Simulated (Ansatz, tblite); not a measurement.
**The cluster In₃H₁₁O₁₀: rung by rung**

Aim: run the singlet of the cluster In₃H₁₁O₁₀ at one geometry on many levels, and compare frontier levels, spin and run time.

Program: Ansatz 0.2.0, Gaussian basis. Level of theory: as each input shows. These are calculated values, not measurements.

Plan: GFN1-xTB, GFN2-xTB, PBE-D4/def2-TZVP, r2SCAN-D4/def2-TZVP, HSE06-D4/def2-TZVP, LDA/def2-TZVP, ωB97X-V/def2-TZVP, PBE+5HF/def2-SVP, PBE+10HF/def2-SVP, PBE+15HF/def2-SVP, PBE+35HF/def2-SVP, PBE+50HF/def2-SVP, PBE-D4/def2-SVP, PBE0-D4/def2-SVP, CCSD(T)/def2-SVP, MP2/def2-TZVP, RPA/def2-TZVP.

2 further runs of the same task are left out: 2 set aside as unsound or not needed.

### Step 1. The relaxed structure

The geometry is that of the singlet, from an earlier relaxation (r2SCAN-D4/def2-SVP).

24 atoms, charge 0, spin multiplicity 1.

Bond lengths: In1–O5 2.225 Å, In1–O7 1.999 Å, In1–O8 2.154 Å, In1–O9 2.183 Å, In1–O10 2.177 Å, In2–O8 2.190 Å, In2–O10 2.224 Å, In2–O11 2.008 Å, In2–O12 2.253 Å, In2–O13 2.086 Å, In3–O4 2.345 Å, In3–O5 2.128 Å, In3–O6 2.023 Å, In3–O9 2.090 Å, In3–O12 2.149 Å, O4–H14 0.969 Å, O4–H15 0.978 Å, O5–H16 0.966 Å and more. Angles: O5–In1–O7 102.0°, O5–In1–O8 84.7°, O5–In1–O9 73.7°, O5–In1–O10 144.7°, O7–In1–O8 129.0°, O7–In1–O9 128.5°, O7–In1–O10 113.3°, O8–In1–O9 102.1°, O8–In1–O10 73.3°, O9–In1–O10 84.2°, O8–In2–O10 71.7°, O8–In2–O11 111.4°, O8–In2–O12 77.0°, O8–In2–O13 132.0°, O10–In2–O11 119.3°, O10–In2–O12 126.2°, O10–In2–O13 87.1°, O11–In2–O12 112.3° and more.

In takes a core potential in the def2 sets. No spin-orbit coupling is included.

PBE0-D4/def2-TZVP was run before; its log isn't repeated, and its numbers join the tables.

### Step 2. GFN1-xTB

Tight binding, by tblite at 300 K electronic temperature and without a spin-polarisation term:

```python
tblite.interface.Calculator('GFN1-xTB', numbers, positions, charge=0, uhf=0).singlepoint()
```

Energy -1567.0558 eV, HOMO -10.96 eV, LUMO -7.31 eV; 0.035 s.

### Step 3. GFN2-xTB

Tight binding, by tblite at 300 K electronic temperature and without a spin-polarisation term:

```python
tblite.interface.Calculator('GFN2-xTB', numbers, positions, charge=0, uhf=0).singlepoint()
```

Energy -1363.7400 eV, HOMO -11.77 eV, LUMO -9.15 eV; 0.028 s.

### Step 4. PBE-D4/def2-TZVP

start.molden holds the orbitals of an earlier run on this state, given as this run's starting guess.

The input, in.yaml:

```yaml
crystal:
  periodic: [false, false, false]
  atoms:
    - {symbol: In, position_ang: [-1.698159, 0.465940, -0.786916]}
    - {symbol: In, position_ang: [0.694234, 2.063368, 0.541802]}
    - {symbol: In, position_ang: [0.589315, -1.583764, 0.319184]}
    - {symbol: O, position_ang: [0.526133, -3.426283, -1.129211]}
    - {symbol: O, position_ang: [-1.536112, -1.487383, 0.265079]}
    - {symbol: O, position_ang: [1.357505, -3.172372, 1.308965]}
    - {symbol: O, position_ang: [-3.453771, 0.287660, -1.726444]}
    - {symbol: O, position_ang: [-1.273850, 1.317370, 1.145985]}
    - {symbol: O, position_ang: [0.235263, -0.375825, -1.349612]}
    - {symbol: O, position_ang: [-0.720665, 2.377691, -1.145281]}
    - {symbol: O, position_ang: [1.256579, 3.633208, 1.659861]}
    - {symbol: O, position_ang: [1.179743, 0.094643, 1.523559]}
    - {symbol: O, position_ang: [2.068743, 1.385979, -0.874195]}
    - {symbol: H, position_ang: [-0.405226, -3.592817, -1.340200]}
    - {symbol: H, position_ang: [0.760666, -4.040994, -0.406053]}
    - {symbol: H, position_ang: [-2.130690, -1.715830, 0.990681]}
    - {symbol: H, position_ang: [1.637344, -2.978582, 2.213171]}
    - {symbol: H, position_ang: [-3.752643, 1.164309, -2.008095]}
    - {symbol: H, position_ang: [-1.164159, 0.669625, 1.857591]}
    - {symbol: H, position_ang: [0.981207, 0.305436, -1.424102]}
    - {symbol: H, position_ang: [-0.216160, 2.392595, -1.972451]}
    - {symbol: H, position_ang: [0.467028, 4.054679, 2.028415]}
    - {symbol: H, position_ang: [2.130050, 0.075751, 1.717460]}
    - {symbol: H, position_ang: [2.467633, 2.085585, -1.409185]}
basis:
  gaussian: {orbitals: def2-TZVP, fitting: {mean_field: def2-universal-jkfit}, initial_orbitals: start.molden}
hamiltonian: {xc: pbe, dispersion: d4}
scf: {omitted_lower_state_checks: [starts]}
output: {forces: true, orbitals: {seedname: orbitals}}
```

Started as:

```bash
ansatz run in.yaml --threads 2 --pin off --events-out ev --progress --plain --max-ram 32768MiB --backend cuda --devices 0, --max-vram 18GiB
```

After this run come: r2SCAN-D4/def2-TZVP; HSE06-D4/def2-TZVP; LDA/def2-TZVP; ωB97X-V/def2-TZVP; PBE+5HF/def2-SVP; PBE+10HF/def2-SVP; PBE+15HF/def2-SVP; PBE+35HF/def2-SVP; PBE+50HF/def2-SVP; PBE-D4/def2-SVP; PBE0-D4/def2-SVP; CCSD(T)/def2-SVP; MP2/def2-TZVP; RPA/def2-TZVP.

Q: Predict the results of all the runs planned. Wanted: gap in def2-TZVP, named functionals, smallest and largest; gap over the share of exact exchange; correlation energy, CCSD(T)/def2-SVP; correlation energy, MP2/def2-TZVP; binding an atom, CCSD(T)/def2-SVP; PBE0 total energy, smallest basis above largest.

The runs gave:

| quantity | value |
| --- | --- |
| gap in def2-TZVP, named functionals, smallest and largest | 3.27 eV (LDA), 10.41 eV (ωB97X-V) |
| gap over the share of exact exchange | 3.32 eV at 0, 8.64 eV at 0.5 |
| correlation energy, CCSD(T)/def2-SVP | -63.51 eV |
| correlation energy, MP2/def2-TZVP | -90.57 eV |
| binding an atom, CCSD(T)/def2-SVP | 3.361 eV |
| PBE0 total energy, smallest basis above largest | 26.08 eV (def2-SVP, def2-TZVP) |

Orbital gaps of the named functionals in def2-TZVP span 3.27 eV (LDA) to 10.41 eV (ωB97X-V); exact exchange widens it. Raising the share of exact exchange from 0 to 0.5 moves the HOMO by -3.61 eV and the LUMO by +1.71 eV. The functionals in def2-TZVP miss CCSD(T)/def2-SVP by +0.137 (PBE0-D4) to +0.870 eV (LDA) an atom. The yardstick is in a double-zeta basis, so levels in larger sets aren't compared like for like. CCSD(T)/def2-SVP isn't at the basis-set limit; small misses against it rank nothing.
